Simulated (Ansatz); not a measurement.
Crystal: NaLaMnMoO6.

```
Na La Mn Mo O
1.0
     5.55735    0.00000    0.00053
     0.00000    5.59794    0.00000
    -0.06290    0.00000    8.02462
Na La Mn Mo O
2 2 2 2 12
Cartesian
  4.1371 2.8870 4.0066
  1.3574 0.0880 4.0185
  1.3662 5.3682 8.0197
  4.1282 2.5692 0.0054
  1.3603 2.7297 2.0550
  4.1342 5.5286 5.9702
  4.1820 5.5792 2.1743
  1.3124 2.7803 5.8509
  3.7112 5.4765 3.9373
  0.1716 4.5353 2.2249
  5.1703 1.6184 2.2495
  2.6448 1.1737 1.5989
  3.0125 4.1180 1.6116
  4.6099 0.1018 0.0319
  1.7833 2.6775 4.0878
  5.3228 1.7363 5.8002
  0.3241 4.4173 5.7757
  2.8496 3.9726 6.4262
  2.4819 1.3190 6.4136
  0.8845 2.9007 7.9933
```

The cell was built by a generator and needn't be a form met in nature.

Base run:

| Item | Value |
| --- | --- |
| Program | Ansatz 0.2.0 |
| Functional | PBE |
| Potentials or basis | Ansatz PAW |
| Cutoff | 420 eV (not typed: the program's choice for these potentials) |
| k mesh | 5 × 5 × 4 |
| Occupations | fermi-dirac, width 0.05 eV |
| Spin | collinear spin, ferromagnetic start |
| Starting moments | [0.0, 0.0, 0.0, 0.0, 4.0, 4.0, 1.0, 1.0, 0.0, 0.0, 0.0, 0.0, 0.0, 0.0, 0.0, 0.0, 0.0, 0.0, 0.0, 0.0] μB |
| Hubbard terms | La f U = 8 eV, Mn d U = 8 eV, Mo d U = 8 eV |

Its results: band gap on the k mesh 1.53 eV, indirect (least direct gap 1.55 eV); pressure 4.8 GPa; net moment 10.00 μB per cell; site moments Na -0.00; La +0.00; Mn +4.14; Mo +0.21; O -0.06, -0.05, -0.04, -0.02, -0.03, +0.01 μB; largest force 1.209 eV/Å.

Problem. The run is repeated on the same cell with these changes: hubbard terms from La f U = 8 eV, Mn d U = 8 eV, Mo d U = 8 eV to La f U = 6 eV, Mn d U = 6 eV, Mo d U = 6 eV. What comes out?

Solution. Band gap on the k mesh 1.38 eV, indirect (least direct gap 1.40 eV); pressure 3.7 GPa; net moment 10.00 μB per cell; site moments Na -0.00; La +0.00; Mn +4.10; Mo +0.17; O -0.03, -0.02, -0.00, -0.01, +0.02 μB; largest force 1.079 eV/Å.

Caveats: the magnetic or orbital state may not be the lowest; odd divisions of the mesh miss points on the zone boundary, where band edges often lie, so the gap on the mesh can be too wide; spin-orbit coupling is left out, which moves the levels of the heavy elements; only a ferromagnetic start was run, and an antiferromagnetic order may lie lower in energy; forces of over 1 eV/Å show positions far from the minimum, so gaps and moduli don't describe the material at rest.

A k mesh can miss the band edges.
